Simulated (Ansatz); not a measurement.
# C₂H₉BO₂Si: a ladder of functionals and wavefunction methods

The task here is to estimate one member of a computed series from the others.

The runs use Ansatz 0.2.0, Gaussian basis; functionals in def2-TZVPP, the program's frozen cores in correlated methods.

Levels to be run: PBE-D4, r2SCAN-D4, PBE0-D4, B3LYP-D4, ωB97X-V, ωB97M-V, B2PLYP; CCSD(T)/def2-TZVPP; MP2/def2-QZVPP; extrapolation to the limit.

**The geometry**

All runs share one geometry, relaxed beforehand with PBE0-D4 in a triple-zeta def2 set.

SMILES `CCB(O)O[SiH3]`, 15 atoms, charge 0, spin multiplicity 1.

Atoms are counted from 1 here; the program's logs count them from 0.

Bond lengths: C1–C2 1.531 Å, C1–H7 1.092 Å, C1–H8 1.094 Å, C1–H9 1.093 Å, C2–B3 1.573 Å, C2–H10 1.093 Å, C2–H11 1.097 Å, B3–O4 1.361 Å, B3–O5 1.374 Å, O4–H12 0.962 Å, O5–Si6 1.643 Å, Si6–H13 1.485 Å, Si6–H14 1.487 Å, Si6–H15 1.483 Å. Angles: C2–C1–H7 111.5°, C2–C1–H8 112.0°, C2–C1–H9 111.3°, H7–C1–H8 107.0°, H7–C1–H9 107.5°, H8–C1–H9 107.2°, C1–C2–B3 113.0°, C1–C2–H10 109.8°, C1–C2–H11 109.0°, B3–C2–H10 109.3°, B3–C2–H11 109.1°, H10–C2–H11 106.4°, C2–B3–O4 119.4°, C2–B3–O5 123.0°, O4–B3–O5 117.5°, B3–O4–H12 111.8°, B3–O5–Si6 136.2°, O5–Si6–H13 109.8° and more.

Set-up of the first run:

in.yaml reads:

```yaml
crystal:
  periodic: [false, false, false]
  atoms:
    - {symbol: C, position_ang: [1.027677, -0.144693, -1.479182]}
    - {symbol: C, position_ang: [0.538983, -1.143557, -0.426954]}
    - {symbol: B, position_ang: [-0.878387, -0.781476, 0.151460]}
    - {symbol: O, position_ang: [-1.930212, -1.611537, -0.088133]}
    - {symbol: O, position_ang: [-1.120649, 0.355359, 0.883203]}
    - {symbol: Si, position_ang: [-0.226781, 1.608015, 1.459160]}
    - {symbol: H, position_ang: [2.017770, -0.412483, -1.854884]}
    - {symbol: H, position_ang: [1.100589, 0.870762, -1.078510]}
    - {symbol: H, position_ang: [0.349972, -0.105864, -2.335784]}
    - {symbol: H, position_ang: [0.509125, -2.148569, -0.855023]}
    - {symbol: H, position_ang: [1.264085, -1.177800, 0.395747]}
    - {symbol: H, position_ang: [-2.743310, -1.280507, 0.305460]}
    - {symbol: H, position_ang: [-0.251936, 2.731461, 0.488342]}
    - {symbol: H, position_ang: [1.181828, 1.196975, 1.697788]}
    - {symbol: H, position_ang: [-0.838745, 2.043914, 2.737301]}
basis:
  gaussian: {orbitals: def2-TZVPP}
hamiltonian: {xc: pbe, dispersion: d4}
output: {forces: true, orbitals: {seedname: orbitals}}
```

The run is started by

```
$ ansatz run in.yaml --threads 2 --pin off --events-out ev --progress --plain --max-ram 32768MiB --backend cuda --devices 0, --max-vram 18GiB
```

Among the steps run: PBE-D4 (GGA); r2SCAN-D4 (meta-GGA); PBE0-D4 (hybrid); B3LYP-D4 (hybrid); ωB97X-V (range-separated); ωB97M-V (range-separated); B2PLYP (double hybrid); CCSD(T) in def2-TZVPP; MP2 in def2-QZVPP.

One of the session's tables, all rows but one given; the rest of the session is left out.

It belongs to the step «Atomisation energies». 

```
            method  atomisation energy (kcal/mol)
            PBE-D4                         1430.3
         r2SCAN-D4                         1419.0
           PBE0-D4                         1411.8
          B3LYP-D4                         1414.9
           ωB97X-V                              ?
           ωB97M-V                         1419.8
            B2PLYP                         1402.1
     HF/def2-TZVPP                         1070.1
    MP2/def2-TZVPP                         1404.3
   CCSD/def2-TZVPP                         1366.1
CCSD(T)/def2-TZVPP                         1382.8
           MP2/CBS                         1437.2
       CCSD(T)/CBS                         1415.6
```

Estimate the missing values for ωB97X-V.

The run gave: atomisation energy (kcal/mol): 1417.6. In the column «atomisation energy (kcal/mol)» it lies between CCSD(T)/CBS (1415.6) and r2SCAN-D4 (1419.0).

Caveats from the session: Free atoms (2 C, 1 B, 2 O, 1 Si, 9 H) were run apart at each level; the atomisation energy is their sum less the molecule, without zero-point or spin-orbit terms.
